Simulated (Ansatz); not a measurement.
# BFH4OSn: the cost of one run

Computed with Ansatz 0.2.0, driven from Python. Level of theory: PBE0+D3(BJ)/def2-SVP.

## (1) Starting point

Bond lengths: B1–Sn2 2.150 Å, Sn2–O3 1.969 Å, Sn2–F4 1.944 Å, B1–H5 1.232 Å, B1–H6 1.219 Å, Sn2–H7 1.778 Å, O3–H8 0.922 Å. Angles: B1–Sn2–O3 108.4°, B1–Sn2–F4 111.3°, B1–Sn2–H7 110.1°, O3–Sn2–F4 109.8°, O3–Sn2–H7 109.9°, F4–Sn2–H7 107.2°, Sn2–B1–H5 119.3°, Sn2–B1–H6 120.7°, H5–B1–H6 111.5°, Sn2–O3–H8 106.1°.

No structure file is read: the coordinates are typed or built in the script.

## (2) The code

Contents of bend.py:

```python
"""Bending curve of BFH4OSn."""

import ansatz as az
from ase import Atoms

atoms = Atoms(["B", "Sn", "O", "F", "H", "H", "H", "H"], positions=[
    (-1.1224, 0.9023, -0.3298),
    (0.6861, -0.2449, -0.1431),
    (0.5971, -1.2787, 1.53),
    (0.9174, -1.4494, -1.6515),
    (-1.396, 1.4255, -1.4116),
    (-1.5368, 1.5663, 0.6042),
    (2.0968, 0.8368, -0.113),
    (-0.1501, -1.8149, 1.4591),
])

# start the scan from a relaxed geometry
first = (
    az.Crystal.molecule_from_ase(atoms).calculation()
    .basis(gaussian="def2-SVP")
    .functional("pbe0", dispersion="d3bj")
    .relax(force_tolerance=0.02, max_steps=80)  # relax until the tolerances are met
)
atoms.positions = first.run(threads=1).report["positions_ang"]

rows = []
for angle in [90, 100, 110, 120, 135, 150, 165, 179]:
    bent = atoms.copy()
    bent.set_angle(1, 2, 7, angle, indices=[7])
    job = (
        az.Crystal.molecule_from_ase(bent).calculation()
        .basis(gaussian="def2-SVP")
        .functional("pbe0", dispersion="d3bj")
    )
    rows.append((angle, job.run(threads=1).report["free_energy_ev"]))
floor = min(e for _, e in rows)
for angle, e in rows:
    print(f"angle Sn1-O2-H7 = {angle:3d} deg   {1000 * (e - floor):9.1f} meV")
```

## (3) The calls as engine input

The package turns the script's settings into the engine's input (first run):

```yaml
crystal:
  periodic: [false, false, false]
  atoms:
    - { symbol: B, position_ang: [-1.1224, 0.9023, -0.3298] }
    - { symbol: Sn, position_ang: [0.6861, -0.2449, -0.1431] }
    - { symbol: O, position_ang: [0.5971, -1.2787, 1.53] }
    - { symbol: F, position_ang: [0.9174, -1.4494, -1.6515] }
    - { symbol: H, position_ang: [-1.396, 1.4255, -1.4116] }
    - { symbol: H, position_ang: [-1.5368, 1.5663, 0.6042] }
    - { symbol: H, position_ang: [2.0968, 0.8368, -0.113] }
    - { symbol: H, position_ang: [-0.1501, -1.8149, 1.4591] }
basis:
  gaussian:
    orbitals: def2-SVP
hamiltonian:
  xc: pbe0
  dispersion: d3bj
relax:
  f_tol: 0.02
  max_steps: 80
```

## (4) The run

Run with:

```bash
$ python bend.py
```

Q: Estimate wall time and peak memory on 1 thread of Arm Neoverse V1, shared host.

About 62 s, with a peak of 0.26 GiB.
